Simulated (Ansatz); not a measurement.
The system is BaCoO3.

```
Ba Co O
1.0
     5.59000    0.00000    0.00000
    -2.79500    4.84108    0.00000
     0.00000    0.00000    4.82000
Ba Co O
2 2 6
Cartesian
  2.7950 1.6137 3.6150
  0.0000 3.2274 1.2050
  0.0000 0.0000 2.4100
  0.0000 0.0000 0.0000
  1.3975 4.0342 3.6150
  4.1925 0.8069 1.2050
  0.0000 1.6137 3.6150
  1.3975 0.8069 1.2050
  -1.3975 4.0342 3.6150
  2.7950 3.2274 1.2050
```

| Property | Result |
| --- | --- |
| Program | Ansatz 0.2.0 |
| Task | relaxation of cell and atoms |
| Functional | PBEsol |
| Potentials or basis | Ansatz PAW |
| Cutoff | 420 eV (not typed: the program's choice for these potentials) |
| k mesh | 6 × 6 × 6 |
| Occupations | fermi-dirac, width 0.05 eV |
| Spin | collinear spin, ferromagnetic start |
| Starting moments | [0.0, 0.0, 2.0, 2.0, 0.0, 0.0, 0.0, 0.0, 0.0, 0.0] μB |

At the start: volume 13.04 Å³/atom.

Where does the relaxation end?

It ends after 10 steps and the volume is 12.73 Å³/atom (-2.4 %); space group P6_3/mmc (No. 194, to 0.05 Å); moment 2.00 μB per cell.

The path:
```
step  energy change (eV)  largest force (eV/Å)  volume (Å³)
   1              0.0000                3.0806       130.44
   2             -1.2312                1.0607       142.02
   3             -1.8373                0.8336       126.79
   4             -1.9180                0.1509       127.40
   5             -1.9237                0.0117       127.79
   6             -1.9249                0.0000       127.63
   7             -1.9261                0.0007       127.38
   8             -1.9162                0.0014       127.38
   9             -1.9166                0.0003       127.30
  10             -1.9163                0.0003       127.30
```

Final structure:
```cif
data_structure
_symmetry_space_group_name_H-M 'P 1'
_symmetry_Int_Tables_number 1
_cell_length_a 5.5904
_cell_length_b 5.5904
_cell_length_c 4.7032
_cell_angle_alpha 90.000
_cell_angle_beta 90.000
_cell_angle_gamma 120.000
_cell_volume 127.30
loop_
_atom_site_label
_atom_site_type_symbol
_atom_site_fract_x
_atom_site_fract_y
_atom_site_fract_z
_atom_site_occupancy
Ba1 Ba 0.66667 0.33333 0.75000 1
Ba2 Ba 0.33333 0.66667 0.25000 1
Co1 Co 0.00000 0.00000 0.50000 1
Co2 Co 0.00000 0.00000 0.00000 1
O1 O 0.70117 0.85058 0.75000 1
O2 O 0.85058 0.14942 0.25000 1
O3 O 0.14942 0.29883 0.75000 1
O4 O 0.29883 0.14942 0.25000 1
O5 O 0.14942 0.85058 0.75000 1
O6 O 0.85058 0.70117 0.25000 1
```

Caveat: the plane-wave basis is chosen anew once the cell has moved, so the energies of steps on either side of that aren't comparable; the pressure holds a Pulay correction of +0.7 GPa for the finite cutoff; the PAW data sets come from PBE, with cores solved anew for the run's functional, which leaves a small shift of forces and pressure.
